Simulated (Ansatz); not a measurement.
**C4H2F8: basis-set convergence**

One table from this session's results is given with a row withheld; the runs are named, their logs left out.

The runs use Ansatz 0.2.0, Gaussian basis; one geometry, several basis sets.

Plan: PBE0-D4/def2-SVP; ωB97M-V/def2-SVP; PBE0-D4/def2-QZVPP; ωB97M-V/def2-QZVPP; the functionals' def2-TZVPP values are taken from earlier runs.

## Structure used throughout

The geometry comes from an earlier relaxation with PBE0-D4 in a triple-zeta def2 set; it is a stationary point, not always the lowest conformer.

SMILES `FC(F)C(F)(F)C(F)C(F)(F)F`, 14 atoms, charge 0, spin multiplicity 1.

Atoms are counted from 1 here; the program's logs count them from 0.

Bond lengths: F1–C2 1.350 Å, C2–F3 1.340 Å, C2–C4 1.537 Å, C2–H13 1.092 Å, C4–F5 1.346 Å, C4–F6 1.346 Å, C4–C7 1.534 Å, C7–F8 1.360 Å, C7–C9 1.529 Å, C7–H14 1.094 Å, C9–F10 1.326 Å, C9–F11 1.329 Å, C9–F12 1.340 Å. Angles: F1–C2–F3 108.6°, F1–C2–C4 108.8°, F1–C2–H13 109.5°, F3–C2–C4 108.5°, F3–C2–H13 109.2°, C4–C2–H13 112.0°, C2–C4–F5 107.7°, C2–C4–F6 108.4°, C2–C4–C7 115.3°, F5–C4–F6 108.0°, F5–C4–C7 110.6°, F6–C4–C7 106.5°, C4–C7–F8 107.9°, C4–C7–C9 115.9°, C4–C7–H14 108.2°, F8–C7–C9 107.7°, F8–C7–H14 109.6°, C9–C7–H14 107.5° and more.

Set-up of the first run:

Contents of in.yaml:

```yaml
crystal:
  periodic: [false, false, false]
  atoms:
    - {symbol: F, position_ang: [-0.302017, -0.235305, 2.197238]}
    - {symbol: C, position_ang: [0.102759, 0.820832, 1.459855]}
    - {symbol: F, position_ang: [-0.246333, 1.947254, 2.096933]}
    - {symbol: C, position_ang: [-0.617961, 0.784032, 0.102659]}
    - {symbol: F, position_ang: [-0.113375, 1.774223, -0.656743]}
    - {symbol: F, position_ang: [-1.923533, 1.040375, 0.306681]}
    - {symbol: C, position_ang: [-0.546803, -0.555341, -0.641679]}
    - {symbol: F, position_ang: [-1.263869, -0.433646, -1.790960]}
    - {symbol: C, position_ang: [0.854968, -1.036485, -1.018067]}
    - {symbol: F, position_ang: [1.497341, -0.180632, -1.801017]}
    - {symbol: F, position_ang: [0.768301, -2.199657, -1.654428]}
    - {symbol: F, position_ang: [1.588276, -1.224322, 0.087401]}
    - {symbol: H, position_ang: [1.188722, 0.792355, 1.348020]}
    - {symbol: H, position_ang: [-0.999176, -1.322784, -0.007193]}
basis:
  gaussian: {orbitals: def2-SVP}
hamiltonian: {xc: pbe0, dispersion: d4}
output: {orbitals: {seedname: orbitals}}
```

Run with:

```
$ ansatz run in.yaml --threads 4 --pin off --events-out ev --progress --plain --max-ram 46080MiB --backend cpu
```

Steps of the session up to this table: PBE0-D4 in def2-SVP; ωB97M-V in def2-SVP; PBE0-D4 in def2-QZVPP; ωB97M-V in def2-QZVPP.

One table of the session follows, with a row left open; its other results are not shown here.

It belongs to the step «Density functionals: the series». 

| functional | basis | HOMO (eV) | LUMO (eV) |
| --- | --- | --- | --- |
| PBE0-D4 | def2-SVP | -10.02 | 0.95 |
| PBE0-D4 | def2-TZVPP | -10.18 | 0.50 |
| PBE0-D4 | def2-QZVPP | -10.23 | 0.32 |
| ωB97M-V | def2-SVP | -12.40 | 3.20 |
| ωB97M-V | def2-TZVPP | ? | ? |
| ωB97M-V | def2-QZVPP | -12.64 | 1.98 |

**Question.** Estimate the row for ωB97M-V, def2-TZVPP.

The run gave: HOMO (eV): -12.59; LUMO (eV): 2.56. In the column «HOMO (eV)» it lies between ωB97M-V, def2-QZVPP (-12.64) and ωB97M-V, def2-SVP (-12.40).
